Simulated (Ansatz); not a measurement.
**Mg3CdSe4: one candidate of a structure search**

Where does this trial cell of Mg3CdSe4 go when cell and atoms are let free?

Method: DFT PBE, scalar-relativistic, plane waves, PAW, in Ansatz 0.2.0.

## (1) The starting structure

The structure is tetragonal, space group I4/mmm (No. 139). The conventional cell has a = 5.729 Å, b = 5.729 Å, c = 11.458 Å, α = 90.00°, β = 90.00°, γ = 90.00°. Mg (site symmetry -4m2) is surrounded by 6 Se at 2.86 Å. Mg (site symmetry 4/mmm) is surrounded by 6 Se at 2.86 Å. Cd (site symmetry 4/mmm) has 6 Se at 2.86 Å as nearest neighbours. Se (site symmetry mmm) has 4 Mg at 2.86 Å and 2 Cd at 2.86 Å as nearest neighbours. Se (site symmetry 4mm) is surrounded by 5 Mg at 2.86 Å and 1 Cd at 2.86 Å.

As a file:

```cif
data_structure
_symmetry_space_group_name_H-M 'P 1'
_symmetry_Int_Tables_number 1
_cell_length_a 7.0164
_cell_length_b 7.0164
_cell_length_c 7.0164
_cell_angle_alpha 131.810
_cell_angle_beta 131.810
_cell_angle_gamma 70.529
_cell_volume 188.02
loop_
_atom_site_label
_atom_site_type_symbol
_atom_site_fract_x
_atom_site_fract_y
_atom_site_fract_z
_atom_site_occupancy
Mg1 Mg 0.75000 0.25000 0.50000 1
Mg2 Mg 0.25000 0.75000 0.50000 1
Mg3 Mg 0.00000 0.00000 0.00000 1
Cd1 Cd 0.50000 0.50000 0.00000 1
Se1 Se 0.00000 0.50000 0.50000 1
Se2 Se 0.75000 0.75000 0.00000 1
Se3 Se 0.50000 0.00000 0.50000 1
Se4 Se 0.25000 0.25000 0.00000 1
```

The start is an ordering of an alloy on its end members' structure types: elements ordered on the sites of the MgSe type, Cd/Mg on Mg (I4/mmm, No. 139).

## (2) Probe: one point on a coarse mesh

The input, input.yaml:

```yaml
crystal:
  lattice:
    - [-2.8644189, 2.8644189, 5.7288378]
    - [2.8644189, -2.8644189, 5.7288378]
    - [2.8644189, 2.8644189, -5.7288378]
  atoms:
    - { symbol: Mg, position: [0.75, 0.25, 0.5] }
    - { symbol: Mg, position: [0.25, 0.75, 0.5] }
    - { symbol: Mg, position: [0.0, 0.0, 0.0] }
    - { symbol: Cd, position: [0.5, 0.5, 0.0] }
    - { symbol: Se, position: [0.0, 0.5, 0.5] }
    - { symbol: Se, position: [0.75, 0.75, 0.0] }
    - { symbol: Se, position: [0.5, 0.0, 0.5] }
    - { symbol: Se, position: [0.25, 0.25, 0.0] }
basis:
  ecutwfc: 420
kpoints:
  mp_grid: { grid: [4, 4, 4] }
hamiltonian:
  xc: pbe
scf:
  occupations: { method: gaussian, width: 0.1 }
  lower_state_search: "off"
output:
  forces: true
  stress: true
  eigenvalues: true
```

The run is started by

```console
$ ansatz run input.yaml --threads 1 --pin off --max-ram 2560MiB --backend cpu --events-out ev --progress --plain --runs-dir out
```

Further runs follow: coarse relaxation; relaxation on the finer mesh.

Q: Predict the outcome of this session. Wanted: conventional cell; volume; energy over the elements; gap on the mesh.

The runs gave:

| quantity | value |
| --- | --- |
| symmetry at the end (tolerance 0.02 Å) | space group I4/mmm (No. 139) |
| conventional cell | a = 5.572 Å, b = 5.572 Å, c = 11.166 Å, α = 90.00°, β = 90.00°, γ = 90.00° |
| volume | 21.67 Å³/atom |
| energy over the elements | -1.04 eV/atom |
| gap on the mesh | 0.28 eV |

The space group I4/mmm (No. 139) is kept, and the volume per atom shrinks by 7.8 % from the first guess. It lies below the elements, which doesn't yet make it stable: competing phases were not computed in this session. No finished test with a distortion of lower symmetry is shown, so the end may be a saddle point.
